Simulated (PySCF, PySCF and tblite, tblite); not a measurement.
# C₄H₈O₂Si₂: telling isomers apart by computed NMR, part 1 of 2

Aim: see whether computed shieldings tell isomers of C₄H₈O₂Si₂ apart.

Programs: PySCF 2.14.0 with density-fitted response routines of our own, and tblite 0.8.0. All values are computed, except where a source is named. Atoms count from 0 throughout.

## Step 1: The molecule as given

16 atoms, charge 0, multiplicity 1; geometry from: MMFF94s geometry. This is the first candidate.

Bonds of the start (Å): C0–C1 1.21, C0–H8 1.06, C1–Si2 1.87, C5–C6 1.53, C5–H12 1.11, C5–O7 1.47, C6–H13 1.09, C6–H14 1.10, C6–H15 1.08, O3–Si4 1.69, Si2–H9 1.48, Si2–O3 1.71, Si2–O7 1.70, Si4–C5 1.95, Si4–H10 1.48, Si4–H11 1.49.

## Step 2: GFN2-xTB relaxation, isomer A, conformer 1

The job: settings as JSON, then the geometry in Å.

```
{"job": {"xc": "GFN2-xTB", "basis": "xTB", "kind": "relax"}, "charge": 0, "multiplicity": 1}
C      3.771300     0.526600    -0.453500
C      2.791600     0.084600     0.091900
Si     1.296500    -0.621100     0.961000
O      0.502600    -1.790400     0.006900
Si    -1.123500    -1.469300    -0.336700
C     -1.217500     0.210000     0.647600
C     -1.703400     1.396800    -0.182300
O      0.097200     0.560700     1.213500
H      4.624700     0.925500    -0.943600
H      1.629800    -1.221800     2.268700
H     -2.012400    -2.504500     0.241400
H     -1.302500    -1.265400    -1.802100
H     -1.896000     0.048600     1.506500
H     -2.697700     1.211500    -0.593400
H     -1.744900     2.307100     0.440100
H     -1.023400     1.610200    -0.995900
```

On the command line:

```
> OMP_NUM_THREADS=1 python ens_run.py task.json out
```

The driver reads the study from task.json and runs its stages one after another.

The program printed:

```text
step      E/eV     max force
  0    -660.97725    2.297
  1    -661.12548    1.444
  2    -661.21778    0.714
  3    -661.23799    0.974
  4    -661.24682    1.038
  5    -661.26009    0.190
  6    -661.26399    0.276
  7    -661.27468    0.409
  8    -661.28107    0.285
  9    -661.28565    0.146
 10    -661.28767    0.094
 11    -661.28928    0.112
 12    -661.29061    0.107
 13    -661.29164    0.082
 14    -661.29233    0.070
 15    -661.29289    0.063
 16    -661.29336    0.055
 17    -661.29369    0.049
 18    -661.29392    0.044
 19    -661.29415    0.048
 20    -661.29444    0.056
 21    -661.29475    0.049
 22    -661.29501    0.048
 23    -661.29521    0.041
 24    -661.29545    0.059
 25    -661.29577    0.068
 26    -661.29616    0.055
 27    -661.29654    0.048
 28    -661.29685    0.047
 29    -661.29710    0.041
 30    -661.29733    0.038
 31    -661.29733    0.038
 32    -661.29744    0.030
 33    -661.29769    0.032
 34    -661.29777    0.031
 35    -661.29791    0.103
 36    -661.29800    0.095
 37    -661.29810    0.035
 38    -661.29820    0.028
 39    -661.29827    0.043
 40    -661.29837    0.037
 41    -661.29848    0.027
 42    -661.29860    0.026
 43    -661.29871    0.033
 44    -661.29882    0.031
 45    -661.29894    0.025
 46    -661.29910    0.037
 47    -661.29931    0.043
 48    -661.29952    0.040
 49    -661.29970    0.032
 50    -661.29987    0.037
 51    -661.30007    0.037
 52    -661.30030    0.050
 53    -661.30056    0.047
 54    -661.30083    0.042
 55    -661.30110    0.044
 56    -661.30134    0.043
 57    -661.30154    0.037
 58    -661.30172    0.041
 59    -661.30193    0.045
 60    -661.30218    0.046
 61    -661.30245    0.047
 62    -661.30268    0.031
 63    -661.30286    0.035
 64    -661.30300    0.028
 65    -661.30312    0.027
 66    -661.30322    0.026
 67    -661.30331    0.029
 68    -661.30342    0.033
 69    -661.30358    0.039
 70    -661.30376    0.036
 71    -661.30393    0.030
 72    -661.30406    0.028
 73    -661.30417    0.026
 74    -661.30427    0.021
 75    -661.30435    0.022
 76    -661.30441    0.017
 77    -661.30446    0.020
 78    -661.30452    0.021
 79    -661.30459    0.022
 80    -661.30465    0.023
 81    -661.30471    0.018
 82    -661.30476    0.018
 83    -661.30482    0.021
 84    -661.30490    0.021
 85    -661.30498    0.022
 86    -661.30503    0.018
 87    -661.30508    0.020
 88    -661.30513    0.021
 89    -661.30517    0.016
 90    -661.30522    0.022
 91    -661.30525    0.013
 92    -661.30528    0.014
 93    -661.30532    0.024
 94    -661.30538    0.039
 95    -661.30545    0.039
 96    -661.30550    0.022
 97    -661.30553    0.014
 98    -661.30555    0.013
 99    -661.30558    0.044
100    -661.30562    0.016
101    -661.30566    0.022
102    -661.30570    0.011
103    -661.30571    0.009
104    -661.30573    0.008
105    -661.30574    0.010
106    -661.30575    0.008
107    -661.30576    0.005
108    -661.30576    0.005
109    -661.30577    0.005
110    -661.30577    0.005
111    -661.30578    0.005
112    -661.30578    0.006
113    -661.30579    0.006
114    -661.30579    0.009
115    -661.30580    0.008
116    -661.30581    0.006
117    -661.30581    0.007
118    -661.30582    0.006
119    -661.30583    0.007
120    -661.30583    0.009
121    -661.30584    0.006
122    -661.30585    0.006
123    -661.30586    0.006
124    -661.30587    0.007
125    -661.30587    0.006
126    -661.30588    0.004
```

It took 1.8 s on 1 thread of Intel Xeon Platinum 8259CL at 2.50GHz, shared host.

The energy fell by 0.329 eV, and the atoms moved 0.21 Å (root mean square).

## Step 3: Shieldings, isomer A, conformer 1: mPW1PW91/pcSseg-1 in acetone

The job: settings as JSON, then the geometry in Å.

```
{"job": {"xc": "mPW1PW91", "basis": "pcSseg-1", "solvent": "acetone", "kind": "nmr", "pop": true}, "charge": 0, "multiplicity": 1}
C      3.482176     0.630258    -0.530638
C      2.584740     0.123674     0.087238
Si     1.216289    -0.657756     1.055039
O      0.470128    -1.760600     0.065749
Si    -1.078417    -1.468772    -0.311261
C     -1.242059     0.187691     0.672463
C     -1.511716     1.405047    -0.203945
O     -0.001847     0.369598     1.354299
H      4.265172     1.072971    -1.076983
H      1.619968    -1.357458     2.259827
H     -1.901775    -2.530321     0.251844
H     -1.174131    -1.255962    -1.748273
H     -2.009419     0.141217     1.455102
H     -2.483610     1.306228    -0.681381
H     -1.498449     2.315883     0.392396
H     -0.744649     1.487247    -0.971180
```

The program printed:

```text
coarse grid: 14728 points
cycle   1  E = -886.3565891448  dE =  1.169e+00  |g| = 1.018e+00  |ddm| = 3.830e+00
cycle   2  E = -886.1219017292  dE =  2.347e-01  |g| = 1.518e+00  |ddm| = 1.971e+00
cycle   3  E = -886.5417185873  dE = -4.198e-01  |g| = 1.331e-01  |ddm| = 1.351e+00
cycle   4  E = -886.5452277150  dE = -3.509e-03  |g| = 4.455e-02  |ddm| = 1.454e-01
cycle   5  E = -886.5456492382  dE = -4.215e-04  |g| = 1.753e-02  |ddm| = 4.371e-02
cycle   6  E = -886.5457124962  dE = -6.326e-05  |g| = 5.500e-03  |ddm| = 1.431e-02
cycle   7  E = -886.5457194337  dE = -6.937e-06  |g| = 1.414e-03  |ddm| = 4.194e-03
final grid: 134080 points
cycle   8  E = -886.6155027095  dE = -2.414e-05  |g| = 8.277e-03  |ddm| = 2.874e-02
cycle   9  E = -886.6154869401  dE =  1.577e-05  |g| = 1.241e-02  |ddm| = 1.362e-02
cycle  10  E = -886.6155157394  dE = -2.880e-05  |g| = 9.911e-04  |ddm| = 8.227e-03
cycle  11  E = -886.6155159493  dE = -2.099e-07  |g| = 2.801e-04  |ddm| = 7.904e-04
cycle  12  E = -886.6155159632  dE = -1.384e-08  |g| = 1.641e-04  |ddm| = 2.856e-04
cycle  13  E = -886.6155159696  dE = -6.426e-09  |g| = 1.623e-05  |ddm| = 1.182e-04
cycle  14  E = -886.6155159697  dE = -4.798e-11  |g| = 7.762e-06  |ddm| = 1.990e-05
converged SCF energy = -886.6155159697

GIAO shielding tensors (ppm)
atom      isotropic    diamagn.    paramagn.     s11        s22        s33       span
  0 C       84.655     259.911    -175.256     -1.296      1.241    254.019    255.315
  1 C       98.137     260.685    -162.548      1.428      3.339    289.643    288.215
  2 Si     382.986     881.221    -498.235    348.187    384.484    416.286     68.099
  3 O      277.485     399.990    -122.506    235.109    268.409    328.936     93.826
  4 Si     360.424     881.165    -520.742    334.802    350.810    395.660     60.858
  5 C      120.883     250.350    -129.468     84.568    101.576    176.505     91.937
  6 C      162.314     247.845     -85.531    146.357    158.835    181.750     35.394
  7 O      272.674     400.527    -127.853    239.332    268.456    310.236     70.904
  8 H       29.446      33.026      -3.580     24.218     24.250     39.869     15.651
  9 H       26.876      27.821      -0.945     23.061     23.829     33.738     10.677
 10 H       26.750      29.323      -2.573     23.178     24.143     32.930      9.751
 11 H       27.008      30.494      -3.486     24.207     24.740     32.078      7.871
 12 H       27.330      30.363      -3.033     22.864     26.166     32.961     10.097
 13 H       30.509      29.339       1.170     26.321     27.630     37.576     11.255
 14 H       29.780      29.490       0.290     26.004     27.469     35.866      9.862
 15 H       30.327      31.980      -1.652     26.437     29.761     34.785      8.348
```

Wall time 48 s (1 thread of Intel Xeon Platinum 8259CL at 2.50GHz, shared host); peak memory 0.92 GiB.

This run: HOMO -8.01 eV, LUMO -0.41 eV; dipole 1.60 D.

## Step 4: Single-point energy, isomer A, conformer 1: B3LYP/def2-SVP in acetone

Changed since step 3:

```diff
@@ -1,2 +1,2 @@
-{"job": {"xc": "mPW1PW91", "basis": "pcSseg-1", "solvent": "acetone", "kind": "nmr", "pop": true}, "charge": 0, "multiplicity": 1}
+{"job": {"xc": "B3LYP", "basis": "def2-SVP", "solvent": "acetone", "kind": "sp"}, "charge": 0, "multiplicity": 1}
 C      3.482176     0.630258    -0.530638
```

The program printed:

```text
coarse grid: 14728 points
cycle   1  E = -885.9888230122  dE =  1.125e+00  |g| = 1.052e+00  |ddm| = 4.347e+00
cycle   2  E = -885.6399940470  dE =  3.488e-01  |g| = 1.699e+00  |ddm| = 2.548e+00
cycle   3  E = -886.1997221969  dE = -5.597e-01  |g| = 1.481e-01  |ddm| = 1.741e+00
cycle   4  E = -886.2043768876  dE = -4.655e-03  |g| = 5.463e-02  |ddm| = 1.900e-01
cycle   5  E = -886.2050369860  dE = -6.601e-04  |g| = 2.335e-02  |ddm| = 6.255e-02
cycle   6  E = -886.2051569404  dE = -1.200e-04  |g| = 6.443e-03  |ddm| = 2.221e-02
cycle   7  E = -886.2051667052  dE = -9.765e-06  |g| = 2.016e-03  |ddm| = 6.152e-03
final grid: 134080 points
cycle   8  E = -886.3473792738  dE = -2.659e-05  |g| = 6.253e-03  |ddm| = 2.499e-02
cycle   9  E = -886.3473642596  dE =  1.501e-05  |g| = 1.028e-02  |ddm| = 1.361e-02
cycle  10  E = -886.3473880552  dE = -2.380e-05  |g| = 1.560e-03  |ddm| = 8.471e-03
cycle  11  E = -886.3473886519  dE = -5.966e-07  |g| = 3.135e-04  |ddm| = 1.382e-03
cycle  12  E = -886.3473886740  dE = -2.216e-08  |g| = 1.255e-04  |ddm| = 3.757e-04
cycle  13  E = -886.3473886773  dE = -3.223e-09  |g| = 2.841e-05  |ddm| = 1.145e-04
cycle  14  E = -886.3473886774  dE = -1.783e-10  |g| = 7.953e-06  |ddm| = 3.361e-05
converged SCF energy = -886.3473886774
```

Wall time 21 s (1 thread of Intel Xeon Platinum 8259CL at 2.50GHz, shared host); peak memory 0.67 GiB.

This run: HOMO -7.63 eV, LUMO -0.39 eV; dipole 1.46 D.

## Step 5: The ensemble, isomer A: properties at mPW1PW91/pcSseg-1 in acetone

The job: settings as JSON, then the geometry in Å.

```
{"job": {"study": "conf", "smiles": "C#C[Si@@H]1O[SiH2][C@H](C)O1", "search": {"seed": 1633, "n_embed": 60, "ff_keep": 14, "window": 2.5, "nmax": 6, "temps": [250, 298.15, 350], "t_ref": 298.15, "order": 0.002}, "level": {"nmr": {"xc": "mPW1PW91", "basis": "pcSseg-1", "solvent": "acetone"}, "sp": {"xc": "B3LYP", "basis": "def2-SVP", "solvent": "acetone"}}, "kind": "conf"}, "charge": 0, "multiplicity": 1}
C      3.482176     0.630258    -0.530638
C      2.584740     0.123674     0.087238
Si     1.216289    -0.657756     1.055039
O      0.470128    -1.760600     0.065749
Si    -1.078417    -1.468772    -0.311261
C     -1.242059     0.187691     0.672463
C     -1.511716     1.405047    -0.203945
O     -0.001847     0.369598     1.354299
H      4.265172     1.072971    -1.076983
H      1.619968    -1.357458     2.259827
H     -1.901775    -2.530321     0.251844
H     -1.174131    -1.255962    -1.748273
H     -2.009419     0.141217     1.455102
H     -2.483610     1.306228    -0.681381
H     -1.498449     2.315883     0.392396
H     -0.744649     1.487247    -0.971180
```

The program printed:

```text
conformer  sym    E(xTB)   E(DFT)   G(298.15 K)  weight  dipole/D
    1     C1      0.000    0.000    0.000   1.0000    1.458

mean shielding (ppm) by class
class atoms           250 K   298.15 K      350 K
  0 C  0             84.655     84.655     84.655
  1 C  1             98.137     98.137     98.137
  2 Si 2            382.986    382.986    382.986
  3 O  3            277.485    277.485    277.485
  4 Si 4            360.424    360.424    360.424
  5 C  5            120.883    120.883    120.883
  6 C  6            162.314    162.314    162.314
  7 O  7            272.675    272.675    272.675
  8 H  8             29.446     29.446     29.446
  9 H  9             26.876     26.876     26.876
 10 H  10             26.75      26.75      26.75
 11 H  11            27.008     27.008     27.008
 12 H  12             27.33      27.33      27.33
 13 H  13,14,15      30.206     30.206     30.206
```

Wall time 73 s (1 thread of Intel Xeon Platinum 8259CL at 2.50GHz, shared host). This counts the runs that the step sums up.

The search (ETKDG and KDG, MMFF94s, GFN2-xTB) embedded 60 structures, kept 1 distinct ones after the force field and 1 after xTB; 1 was carried on (window 2.5 kcal/mol at the search's own energies). Energies: B3LYP/def2-SVP in acetone with D3(BJ).

Conformer by conformer (298 K):

```csv
no.,group,mirror pair,ΔE xTB,ΔE DFT,ΔG,weight (%),μ (D),"A, B, C (GHz)"
1,C1,no,0.00,0.00,0.00,100.0,1.46,"2.26, 1.13, 0.96"
```

Energies in kcal/mol. ΔG holds xTB vibrations and rotation, symmetry numbers and mirror pairs.

Shifts against references run at the same level (1H TMS 31.74, 29Si TMS 347.7, 13C TMS 187.0 ppm of shielding), by class of atoms, at 298 K:

```
        atoms                                                   environment    average
           C0                                        terminal alkyne carbon      102.3
           C1                                                 alkyne carbon       88.8
           C5                                     sp3 CH bonded to O and Si       66.1
           C6                                                 methyl carbon       24.6
          H10    hydrogen on a silicon bonded to C, O, in a 5-membered ring       4.99
           H9  hydrogen on a silicon bonded to C, 2 O, in a 5-membered ring       4.86
          H11    hydrogen on a silicon bonded to C, O, in a 5-membered ring       4.73
          H12                      hydrogen on an sp3 CH bonded to O and Si       4.41
           H8                          hydrogen on a terminal alkyne carbon       2.29
H13, H14, H15                                   hydrogen on a methyl carbon       1.54
          Si4             silicon bonded to C, O, 2 H, in a 5-membered ring      -12.7
          Si2             silicon bonded to C, 2 O, H, in a 5-membered ring      -35.3
           O7                  oxygen bonded to C, Si, in a 5-membered ring  272.7 (σ)
           O3                   oxygen bonded to 2 Si, in a 5-membered ring  277.5 (σ)
```

Effective distances for nuclear Overhauser effects, ⟨r⁻⁶⟩^(−1/6) over all pairs of two classes (Å): H10···H11 2.48; H12···H13 2.59; H10···H12 2.93; H11···H13 3.14; H11···H12 3.59.

## Step 6: GFN2-xTB relaxation, isomer B, conformer 1

The job: settings as JSON, then the geometry in Å.

```
{"job": {"xc": "GFN2-xTB", "basis": "xTB", "kind": "relax"}, "charge": 0, "multiplicity": 1}
C      3.990700    -0.278900     0.741900
C      2.951900    -0.125500     0.124600
Si     1.365000     0.089600    -0.803900
O      0.536800    -1.374700    -1.041600
Si    -1.003200    -1.467500    -0.314600
C     -0.963100     0.321600     0.460600
C     -2.173000     1.180600     0.116100
O      0.246100     1.048100     0.048200
H      4.896900    -0.408500     1.283800
H      1.582500     0.708500    -2.128700
H     -1.051400    -2.526800     0.714900
H     -2.049500    -1.589200    -1.369400
H     -0.897600     0.196500     1.560800
H     -3.101500     0.706200     0.446300
H     -2.095800     2.168800     0.599400
H     -2.242300     1.360000    -0.947000
```

The program printed:

```text
step      E/eV     max force
  0    -660.94666    2.286
  1    -661.06594    3.775
  2    -661.15425    1.984
  3    -661.22132    0.558
  4    -661.24014    0.295
  5    -661.25378    0.222
  6    -661.25778    0.170
  7    -661.26740    0.219
  8    -661.27452    0.275
  9    -661.28045    0.159
 10    -661.28287    0.117
 11    -661.28450    0.106
 12    -661.28591    0.113
 13    -661.28716    0.087
 14    -661.28807    0.063
 15    -661.28873    0.070
 16    -661.28929    0.072
 17    -661.28971    0.047
 18    -661.29001    0.043
 19    -661.29029    0.061
 20    -661.29068    0.081
 21    -661.29121    0.076
 22    -661.29179    0.063
 23    -661.29231    0.062
 24    -661.29273    0.052
 25    -661.29318    0.057
 26    -661.29366    0.055
 27    -661.29407    0.054
 28    -661.29434    0.035
 29    -661.29434    0.035
 30    -661.29444    0.028
 31    -661.29456    0.173
 32    -661.29470    0.082
 33    -661.29479    0.030
 34    -661.29490    0.024
 35    -661.29506    0.062
 36    -661.29517    0.051
 37    -661.29528    0.024
 38    -661.29542    0.032
 39    -661.29559    0.059
 40    -661.29577    0.059
 41    -661.29594    0.034
 42    -661.29612    0.032
 43    -661.29635    0.068
 44    -661.29664    0.088
 45    -661.29690    0.063
 46    -661.29709    0.033
 47    -661.29724    0.037
 48    -661.29744    0.073
 49    -661.29771    0.083
 50    -661.29796    0.054
 51    -661.29814    0.028
 52    -661.29829    0.039
 53    -661.29850    0.064
 54    -661.29879    0.070
 55    -661.29912    0.047
 56    -661.29936    0.034
 57    -661.29953    0.039
 58    -661.29970    0.050
 59    -661.29991    0.043
 60    -661.30011    0.033
 61    -661.30025    0.023
 62    -661.30032    0.020
 63    -661.30041    0.026
 64    -661.30053    0.030
 65    -661.30065    0.025
 66    -661.30075    0.022
 67    -661.30083    0.023
 68    -661.30091    0.029
 69    -661.30099    0.027
 70    -661.30106    0.019
 71    -661.30111    0.018
 72    -661.30115    0.018
 73    -661.30121    0.026
 74    -661.30128    0.022
 75    -661.30132    0.019
 76    -661.30135    0.018
 77    -661.30138    0.015
 78    -661.30141    0.020
 79    -661.30145    0.017
 80    -661.30148    0.011
 81    -661.30150    0.010
 82    -661.30152    0.012
 83    -661.30153    0.013
 84    -661.30155    0.011
 85    -661.30156    0.009
 86    -661.30158    0.011
 87    -661.30160    0.013
 88    -661.30163    0.014
 89    -661.30165    0.015
 90    -661.30168    0.015
 91    -661.30170    0.012
 92    -661.30173    0.016
 93    -661.30175    0.014
 94    -661.30177    0.011
 95    -661.30178    0.010
 96    -661.30179    0.018
 97    -661.30181    0.018
 98    -661.30183    0.022
 99    -661.30185    0.016
100    -661.30186    0.003
```

Wall time 2 s (1 thread of Intel Xeon Platinum 8259CL at 2.50GHz, shared host).

Gain 0.355 eV; displacement 0.17 Å root mean square.

## Step 7: Shieldings, isomer B, conformer 1: mPW1PW91/pcSseg-1 in acetone

The job: settings as JSON, then the geometry in Å.

```
{"job": {"xc": "mPW1PW91", "basis": "pcSseg-1", "solvent": "acetone", "kind": "nmr", "pop": false}, "charge": 0, "multiplicity": 1}
C      3.933005    -0.378379     0.655954
C      2.883311    -0.156331     0.115418
Si     1.285855     0.202186    -0.740573
O      0.506596    -1.236999    -1.009547
Si    -0.915942    -1.444591    -0.262422
C     -1.001475     0.308633     0.547750
C     -2.141829     1.177764     0.030984
O      0.241468     0.944492     0.253066
H      4.848901    -0.577624     1.134473
H      1.403549     0.859660    -2.030278
H     -0.783768    -2.502164     0.730074
H     -1.939018    -1.623374    -1.283068
H     -1.063163     0.264332     1.642023
H     -3.094769     0.740133     0.318544
H     -2.072902     2.183196     0.443056
H     -2.097419     1.248012    -1.053877
```

The program printed:

```text
coarse grid: 14728 points
cycle   1  E = -886.3565263005  dE =  1.169e+00  |g| = 1.018e+00  |ddm| = 3.828e+00
cycle   2  E = -886.1217392210  dE =  2.348e-01  |g| = 1.518e+00  |ddm| = 1.972e+00
cycle   3  E = -886.5418274041  dE = -4.201e-01  |g| = 1.324e-01  |ddm| = 1.351e+00
cycle   4  E = -886.5452918818  dE = -3.464e-03  |g| = 4.470e-02  |ddm| = 1.443e-01
cycle   5  E = -886.5457128102  dE = -4.209e-04  |g| = 1.792e-02  |ddm| = 4.404e-02
cycle   6  E = -886.5457800016  dE = -6.719e-05  |g| = 5.416e-03  |ddm| = 1.453e-02
cycle   7  E = -886.5457867430  dE = -6.741e-06  |g| = 1.416e-03  |ddm| = 4.075e-03
final grid: 134080 points
cycle   8  E = -886.6155208319  dE = -2.478e-05  |g| = 8.147e-03  |ddm| = 2.695e-02
cycle   9  E = -886.6155059596  dE =  1.487e-05  |g| = 1.213e-02  |ddm| = 1.337e-02
cycle  10  E = -886.6155336788  dE = -2.772e-05  |g| = 9.791e-04  |ddm| = 7.972e-03
cycle  11  E = -886.6155338804  dE = -2.015e-07  |g| = 2.795e-04  |ddm| = 7.934e-04
cycle  12  E = -886.6155338938  dE = -1.345e-08  |g| = 1.694e-04  |ddm| = 2.897e-04
cycle  13  E = -886.6155339007  dE = -6.856e-09  |g| = 1.873e-05  |ddm| = 1.253e-04
cycle  14  E = -886.6155339007  dE = -6.935e-11  |g| = 7.841e-06  |ddm| = 2.171e-05
converged SCF energy = -886.6155339007

GIAO shielding tensors (ppm)
atom      isotropic    diamagn.    paramagn.     s11        s22        s33       span
  0 C       84.482     259.235    -174.753     -2.060      0.826    254.679    256.739
  1 C       98.698     260.175    -161.477      2.774      3.417    289.902    287.128
  2 Si     383.028     881.619    -498.591    349.617    383.365    416.103     66.486
  3 O      278.000     400.413    -122.413    234.340    270.342    329.317     94.977
  4 Si     360.466     881.260    -520.793    334.966    350.927    395.506     60.540
  5 C      121.010     249.409    -128.399     84.560    101.698    176.771     92.210
  6 C      162.514     246.783     -84.270    146.218    158.887    182.436     36.218
  7 O      273.707     400.487    -126.780    234.954    278.622    307.544     72.589
  8 H       29.450      32.733      -3.284     24.179     24.235     39.936     15.757
  9 H       26.806      28.911      -2.105     22.913     24.283     33.223     10.310
 10 H       26.720      29.994      -3.275     23.224     24.377     32.558      9.334
 11 H       27.041      29.841      -2.800     23.852     24.842     32.430      8.578
 12 H       27.290      31.537      -4.248     22.754     26.613     32.502      9.748
 13 H       30.538      28.309       2.229     26.331     27.674     37.608     11.277
 14 H       29.812      28.799       1.012     25.685     27.778     35.972     10.287
 15 H       30.407      30.118       0.289     26.446     29.395     35.380      8.934
```

Wall time 56 s (1 thread of Intel Xeon Platinum 8259CL at 2.50GHz, shared host); peak memory 1.1 GiB.

Key values: HOMO -8.01 eV, LUMO -0.42 eV; dipole 1.42 D.

(Continued in part 2 of 2.)
